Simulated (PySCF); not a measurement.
# C₆H₄Br₂: excited states, first hyperpolarisability

What do calculations give for the excited states, first hyperpolarisability of C₆H₄Br₂ (`Brc1ccc(Br)cc1`)?

Programs: PySCF 2.14.0, with routines of our own; each step states its level. All values are computed. Atoms count from 0.

## Step 1: The starting structure

12 atoms, charge 0, multiplicity 1; geometry from: GFN2-xTB.

## Step 2: Geometry optimisation at PBE0-D3(BJ)/def2-SVP

What the job is given:

```
{"job": {"xc": "PBE0", "basis": "def2-SVP", "d3": "d3bj", "grid": 2, "kind": "geom"}, "charge": 0, "multiplicity": 1}
Br    -3.273616     0.024752     0.046279
C     -1.370936     0.010010     0.018432
C     -0.699370    -1.201703     0.051145
C      0.683299    -1.211688     0.030717
C      1.371501    -0.010120    -0.023013
Br     3.273260    -0.025191    -0.052693
C      0.699798     1.201430    -0.055455
C     -0.682820     1.211641    -0.034269
H     -1.249726    -2.128755     0.092457
H      1.220483    -2.146862     0.055995
H      1.249246     2.128830    -0.096855
H     -1.219922     2.146970    -0.058765
```

Command:

```sh
$ OMP_NUM_THREADS=1 python excited_run.py task.json out
```

The driver reads the jobs from task.json and runs them one after another.

The log of the run:

```text
step   0  E = -5377.71341679  max force = 0.014610
step   1  E = -5377.71445563  max force = 0.002171
step   2  E = -5377.71447894  max force = 0.000539
step   3  E = -5377.71448020  max force = 0.000136
optimisation converged
```

It took 65 s on 1 thread of Arm Neoverse V1, shared host; peak memory 0.91 GiB.

Relaxation path:

```
step  energy from step 0 (eV)  largest force component (eV/Å)
   0                   0.0000                          0.7513
   1                  -0.0283                          0.1116
   2                  -0.0289                          0.0277
   3                  -0.0289                          0.0070
```

Distances of close pairs at the start and the end, largest changes first:

```
  bond  before (Å)  after (Å)  change (Å)
Br0–C1       1.903      1.885      -0.018
C4–Br5       1.902      1.885      -0.017
C6–H10       1.079      1.091      +0.012
 C3–H9       1.079      1.091      +0.012
C7–H11       1.079      1.091      +0.012
 C2–H8       1.079      1.091      +0.012
 C6–C7       1.383      1.393      +0.010
 C2–C3       1.383      1.393      +0.010
```

The next job starts from the end point, and lists it.

```
                         at the end point                value
  point group (found at 0.08 Å tolerance)                  D2h
rotational constants (GHz, main isotopes)  5.666, 0.287, 0.273
                        dipole moment (D)                 0.00
```

## Step 3: Excited states: TDA CAM-B3LYP/def2-TZVP

What the job is given:

```
{"job": {"kind": "states", "xc": "CAM-B3LYP", "basis": "def2-TZVP", "tda": true, "soc": true, "nstates": 6, "ntriplets": 5, "nquad": 4}, "charge": 0, "multiplicity": 1}
Br    -3.241593     0.030752     0.044617
C     -1.357112     0.018403     0.016860
C     -0.675616    -1.197472     0.049832
C      0.716715    -1.207292     0.029368
C      1.414074    -0.001179    -0.023854
Br     3.298593    -0.014288    -0.051574
C      0.732339     1.214473    -0.056821
C     -0.659994     1.224583    -0.036364
H     -1.230165    -2.136315     0.091452
H      1.258919    -2.153884     0.054850
H      1.286862     2.153326    -0.098465
H     -1.202174     2.171203    -0.061865
```

Method: TDA CAM-B3LYP/def2-TZVP excited states, vertical, gas phase, spin-orbit mean-field couplings.

The log of the run:

```text
coarse grid: 55632 points
cycle   1  E = -5379.5140458334  dE = -5.709e-01  |g| = 5.033e-01  |ddm| = 3.509e+00
cycle   2  E = -5379.5279648387  dE = -1.392e-02  |g| = 3.975e-01  |ddm| = 9.719e-01
cycle   3  E = -5379.5525901993  dE = -2.463e-02  |g| = 9.025e-02  |ddm| = 3.413e-01
cycle   4  E = -5379.5543902812  dE = -1.800e-03  |g| = 2.772e-02  |ddm| = 1.100e-01
cycle   5  E = -5379.5545379488  dE = -1.477e-04  |g| = 6.643e-03  |ddm| = 3.791e-02
cycle   6  E = -5379.5545488379  dE = -1.089e-05  |g| = 1.735e-03  |ddm| = 1.533e-02
cycle   7  E = -5379.5545498742  dE = -1.036e-06  |g| = 5.047e-04  |ddm| = 3.740e-03
final grid: 114888 points
cycle   8  E = -5379.5545517050  dE = -1.067e-07  |g| = 3.980e-04  |ddm| = 4.394e-03
cycle   9  E = -5379.5545517137  dE = -8.695e-09  |g| = 3.506e-04  |ddm| = 6.342e-04
cycle  10  E = -5379.5545517396  dE = -2.587e-08  |g| = 3.968e-05  |ddm| = 2.974e-04
cycle  11  E = -5379.5545517399  dE = -3.793e-10  |g| = 1.441e-05  |ddm| = 5.534e-05
converged SCF energy = -5379.5545517399

Singlet excitations
state   eV       nm        f     d(h-e)  d(exc)  Lambda  PR(NTO)  |dmu|/D   mu/D   main configurations
  1   5.1427   241.1   0.00491   0.000   3.018   0.611   1.701    0.000    0.000   H->L+1 0.70, H-1->L 0.28
  2   5.7081   217.2   0.00000   0.002   3.336   0.554   1.222    0.008    0.008   H->L+2 0.89, H-3->L+3 0.09
  3   5.7754   214.7   0.34973   0.000   3.245   0.784   1.366    0.001    0.000   H->L 0.84, H-1->L+1 0.13
  4   6.0659   204.4   0.00008   0.002   3.042   0.581   1.477    0.007    0.008   H->L+3 0.79, H-3->L+2 0.18
  5   6.8596   180.7   0.00000   0.015   3.706   0.298   1.050                     H-2->L 0.97
  6   6.9249   179.0   0.00000   0.003   3.534   0.285   1.015                     H-1->L+2 0.99

Triplet excitations (Tamm-Dancoff)
state   eV     d(h-e)  d(exc)  Lambda  PR(NTO)   main configurations
  1   3.8395   0.000   2.737   0.794   1.595   H->L 0.71, H-1->L+1 0.20
  2   4.4094   0.000   2.968   0.594   1.133   H->L+1 0.89
  3   4.6486   0.000   2.697   0.868   1.550   H-1->L+1 0.77, H->L 0.21
  4   5.1206   0.000   2.715   0.653   1.133   H-1->L 0.93
  5   5.2239   0.003   3.108   0.552   1.355   H->L+2 0.82, H-3->L+3 0.15
S1 - T1 = 1.3033 eV

Spin-orbit couplings |<S|Hso|T>| (cm-1)
             T1       T2       T3       T4       T5
S0        0.007    0.005    0.008    0.009 1007.787
S1        0.757    0.000    0.027    0.000    0.043
S2        0.169    0.043    0.087    0.014    0.003
S3        0.009    0.147    0.004    0.786    0.153
S4      156.121   24.127   81.309    2.147    0.005
S5        1.447    0.022    0.885    0.079    8.273
S6        0.082    0.015    0.051    0.091    3.222
T1 sublevels (cm-1): 0.000 1.357 1.357   radiative rates (1/s): 482 3.46e-06 0.0122
```

Wall time 2.1 min (1 thread of Arm Neoverse V1, shared host); peak memory 1.3 GiB.

From this job:

```
  quantity    value
S1 less T1  1.30 eV
```

## Step 4: Excited states: TDDFT CAM-B3LYP/aug-cc-pVDZ

Settings changed since step 3:

```diff
@@ -1,2 +1,2 @@
-{"job": {"kind": "states", "xc": "CAM-B3LYP", "basis": "def2-TZVP", "tda": true, "soc": true, "nstates": 6, "ntriplets": 5, "nquad": 4}, "charge": 0, "multiplicity": 1}
+{"job": {"kind": "states", "xc": "CAM-B3LYP", "basis": "aug-cc-pVDZ", "tpa": true, "nstates": 8, "nquad": 6, "ntriplets": 0}, "charge": 0, "multiplicity": 1}
 Br    -3.241593     0.030752     0.044617
```

Method: TDDFT CAM-B3LYP/aug-cc-pVDZ excited states, vertical, gas phase, two-photon moments by quadratic response.

The log of the run:

```text
coarse grid: 55632 points
cycle   1  E = -5379.4084434943  dE = -4.846e-01  |g| = 3.208e-01  |ddm| = 3.560e+01
cycle   2  E = -5379.4161739418  dE = -7.730e-03  |g| = 3.294e-01  |ddm| = 5.079e+00
cycle   3  E = -5379.4420006621  dE = -2.583e-02  |g| = 4.572e-02  |ddm| = 2.299e+00
cycle   4  E = -5379.4425884342  dE = -5.878e-04  |g| = 1.674e-02  |ddm| = 4.652e-01
cycle   5  E = -5379.4426621352  dE = -7.370e-05  |g| = 4.050e-03  |ddm| = 1.608e-01
cycle   6  E = -5379.4426671771  dE = -5.042e-06  |g| = 1.505e-03  |ddm| = 3.381e-02
final grid: 114888 points
cycle   7  E = -5379.4426234771  dE = -2.614e-07  |g| = 1.423e-03  |ddm| = 3.404e-02
cycle   8  E = -5379.4426233965  dE =  8.055e-08  |g| = 1.547e-03  |ddm| = 1.710e-02
cycle   9  E = -5379.4426240660  dE = -6.695e-07  |g| = 1.089e-04  |ddm| = 9.151e-03
cycle  10  E = -5379.4426240694  dE = -3.356e-09  |g| = 4.277e-05  |ddm| = 7.743e-04
cycle  11  E = -5379.4426240700  dE = -6.439e-10  |g| = 1.350e-05  |ddm| = 4.596e-04
converged SCF energy = -5379.4426240700

Singlet excitations
state   eV       nm        f     d(h-e)  d(exc)  Lambda  PR(NTO)  |dmu|/D   mu/D   delta(TPA)   sigma/GM   main configurations
  1   5.0501   245.5   0.00407   0.000   3.050   0.596   1.664    0.000    0.000        0.00      0.000   H->L+1 0.76, H-1->L 0.21
  2   5.5193   224.6   0.28967   0.000   3.330   0.747   1.364    0.001    0.001        0.00      0.000   H->L 0.89, H-1->L+1 0.09
  3   5.5358   224.0   0.00000   0.003   3.609   0.392   1.205    0.009    0.009        1.25      0.014   H->L+2 0.46, H->L+5 0.37
  4   5.8747   211.0   0.00182   0.002   3.394   0.411   1.445    0.007    0.007        0.00      0.000   H->L+6 0.45, H->L+4 0.29, H-3->L+5 0.12
  5   6.3259   196.0   0.00000   0.001   4.566   0.393   1.144    0.003    0.004      116.63      1.710   H->L+2 0.44, H->L+5 0.43
  6   6.5158   190.3   0.22982   0.001   3.124   0.595   1.950    0.001    0.001        0.00      0.000   H-1->L 0.70, H->L+1 0.21
  7   6.7004   185.0   0.64836   0.000   2.892   0.834   1.448                                            H-1->L+1 0.87, H->L 0.09
  8   6.7040   184.9   0.00000   0.002   3.838   0.262   1.028                                            H-1->L+2 0.73, H-1->L+5 0.20
```

It took 2.2 min on 1 thread of Arm Neoverse V1, shared host; peak memory 1.2 GiB.

## Step 5: First hyperpolarisability: quadratic response CAM-B3LYP/aug-cc-pVDZ

Settings changed since step 4:

```diff
@@ -1,2 +1,2 @@
-{"job": {"kind": "states", "xc": "CAM-B3LYP", "basis": "aug-cc-pVDZ", "tpa": true, "nstates": 8, "nquad": 6, "ntriplets": 0}, "charge": 0, "multiplicity": 1}
+{"job": {"kind": "beta", "xc": "CAM-B3LYP", "basis": "aug-cc-pVDZ"}, "charge": 0, "multiplicity": 1}
 Br    -3.241593     0.030752     0.044617
```

With the program's defaults for keys left out, this is: quadratic response CAM-B3LYP/aug-cc-pVDZ first hyperpolarisability, Taylor convention, gas phase.

The log of the run:

```text
coarse grid: 55632 points
cycle   1  E = -5379.4084434943  dE = -4.846e-01  |g| = 3.208e-01  |ddm| = 3.560e+01
cycle   2  E = -5379.4161739418  dE = -7.730e-03  |g| = 3.294e-01  |ddm| = 5.079e+00
cycle   3  E = -5379.4420006621  dE = -2.583e-02  |g| = 4.572e-02  |ddm| = 2.299e+00
cycle   4  E = -5379.4425884342  dE = -5.878e-04  |g| = 1.674e-02  |ddm| = 4.652e-01
cycle   5  E = -5379.4426621352  dE = -7.370e-05  |g| = 4.050e-03  |ddm| = 1.608e-01
cycle   6  E = -5379.4426671771  dE = -5.042e-06  |g| = 1.505e-03  |ddm| = 3.381e-02
final grid: 114888 points
cycle   7  E = -5379.4426234771  dE = -2.614e-07  |g| = 1.423e-03  |ddm| = 3.404e-02
cycle   8  E = -5379.4426233965  dE =  8.055e-08  |g| = 1.547e-03  |ddm| = 1.710e-02
cycle   9  E = -5379.4426240660  dE = -6.695e-07  |g| = 1.089e-04  |ddm| = 9.151e-03
cycle  10  E = -5379.4426240694  dE = -3.356e-09  |g| = 4.277e-05  |ddm| = 7.743e-04
cycle  11  E = -5379.4426240700  dE = -6.439e-10  |g| = 1.350e-05  |ddm| = 4.596e-04
converged SCF energy = -5379.4426240700

Lowest singlets (eV, f): 5.0501 0.0041  5.5193 0.2896  5.5358 0.0000

First hyperpolarisability (au)
process     nm      |vector|   parallel      HRS      DR
static         -        0.07       None       0.04   2.617
shg       1907.0        0.08       None       0.04   2.642
eope      1907.0        0.08       None          -       -
shg       1064.0        0.09       None       0.05   2.732
eope      1064.0        0.08       None          -       -
```

It took 81 s on 1 thread of Arm Neoverse V1, shared host; peak memory 1.2 GiB.

## Step 6: What came out

```
                                                   quantity                                          value
                                                point group                                            D2h
                       rotational constants (main isotopes)                           5.67, 0.29, 0.27 GHz
               S1 less T1 (step 3, TDA CAM-B3LYP/def2-TZVP)                                        1.30 eV
β vector (step 5, quadratic response CAM-B3LYP/aug-cc-pVDZ)  static 0, SHG 1907.0 nm 0, SHG 1064.0 nm 0 au
```

What this shows: Over 3 steps the energy fell by 0.029 eV; of the close pairs, Br0–C1 changed most, 1.903 to 1.885 Å. Scalar relativity is left out for the heavy atoms. In step 3, the number of triplets below S1 is 4, and the largest singlet-triplet spin-orbit coupling is S0–T5, 1007.79 cm⁻¹. Steps that list no spin-orbit terms leave them out, which matters at and beside the heavy atoms.
